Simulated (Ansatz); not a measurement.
Predict the output of the script below (Ansatz 0.2.0, Python API).

`ecut_sc3pbc.py`:
```python
# -*- coding: utf-8 -*-
"""Convergence of Sc3PbC with the plane-wave cutoff."""

import argparse

import ansatz as az
import pandas as pd

parser = argparse.ArgumentParser(description="Convergence of Sc3PbC with the plane-wave cutoff.")
parser.add_argument("--smearing-width", type=float, required=True, help="smearing width (eV)")
parser.add_argument("--kgrid", type=int, nargs=3, required=True, help="k-point sampling")
parser.add_argument("--max-scf", type=int, required=True, help="most SCF iterations")
args = parser.parse_args()


def main():
    structure = (
        az.Lattice.from_parameters(4.554072, 4.554072, 4.554072, alpha=90.0, beta=90.0, gamma=90.0)
        .atom("Sc", (0.0, 0.5, 0.5))
        .atom("Sc", (0.5, 0.5, 0.0))
        .atom("Sc", (0.5, 0.0, 0.5))
        .atom("Pb", (0.0, 0.0, 0.0))
        .atom("C", (0.5, 0.5, 0.5))
    )

    model = (
        structure.calculation()
        .functional(az.Functional.R2SCAN)
        .occupations(az.OccupationsMethod.FERMI_DIRAC, width=args.smearing_width)
        .kpoints(*args.kgrid)
        .scf(max_iterations=args.max_scf)
        .initial_density(normalization="cell")
        .eigensolver("davidson", full_accuracy=True)
        .stress()
    )

    rows = []
    for value in [250, 350, 450, 550, 650, 750]:
        rep = model.basis(value).run(threads=1).report
        rows.append((value, rep["free_energy_ev"] / len(rep["lattice"]["sites"]), rep["n_iterations"], sum(rep["stress_gpa"][i][i] for i in range(3)) / 3, rep["n_pw"]))

    table = pd.DataFrame(rows, columns=["cutoff (eV)", "F/atom (eV)", "iterations", "P (GPa)", "plane waves"])
    print(table.round(5).to_string(index=False))

    # differences from the last row
    for row in rows[:-1]:
        shift = 1000 * (row[1] - rows[-1][1])
        print(f"{row[0]}: {shift:+.2f} meV/atom" + ("  (within 1 meV)" if abs(shift) < 1 else ""))


if __name__ == "__main__":
    main()
```

```console
$ python ecut_sc3pbc.py --smearing-width 0.01 --kgrid 6 6 6 --max-scf 80
DeckWarning: basis.ecutwfc = 250 eV is below the records' recommended 500 eV, and the density's cutoff is lower with it unless basis.ecutrho_ratio is high enough to keep the records' density cutoff: compare with a run at a higher cutoff
DeckWarning: basis.ecutwfc = 350 eV is below the records' recommended 500 eV, and the density's cutoff is lower with it unless basis.ecutrho_ratio is high enough to keep the records' density cutoff: compare with a run at a higher cutoff
DeckWarning: basis.ecutwfc = 450 eV is below the records' recommended 500 eV, and the density's cutoff is lower with it unless basis.ecutrho_ratio is high enough to keep the records' density cutoff: compare with a run at a higher cutoff
 cutoff (eV)  F/atom (eV)  iterations  P (GPa)  plane waves
         250  -3719.24258           9 -0.59974          847
         350  -3719.67366           9 -0.47596         1365
         450  -3719.68231           9 -0.51222         2103
         550  -3719.68456           9 -0.51885         2777
         650  -3719.68547           9 -0.52231         3575
         750  -3719.68620           9 -0.52128         4385
250: +443.62 meV/atom
350: +12.54 meV/atom
450: +3.89 meV/atom
550: +1.63 meV/atom
650: +0.73 meV/atom  (within 1 meV)
```
(Warnings from the package without file and line.)

From 650 eV on it stays within 1 meV an atom of the value at 750 eV; the first row (250 eV) is off by 443.6 meV and the last but one by 0.73 meV. The energy falls steadily, as expected when plane waves are added. The pressure moves from -0.60 to -0.52 GPa (the program's stress holds a Pulay correction, so it settles early). The last run costs about 5.1 times the first.

Notes:
- For a metal this k-point mesh is coarse: on a finer one energies can move by several to tens of meV an atom and pressures by half a GPa or more, differences at one mesh by less.
- Pressure is positive in compression.
- Spin-orbit coupling, which matters for elements this heavy, is left out.
- The structure comes from a database of computed cells and needn't be a stable or known phase.
- Shifts are counted from the last row, which is itself no proven limit.
- The whole script took 2.4 min on 1 thread of Arm Neoverse V2, with other jobs on the host, peak memory 0.98 GiB.
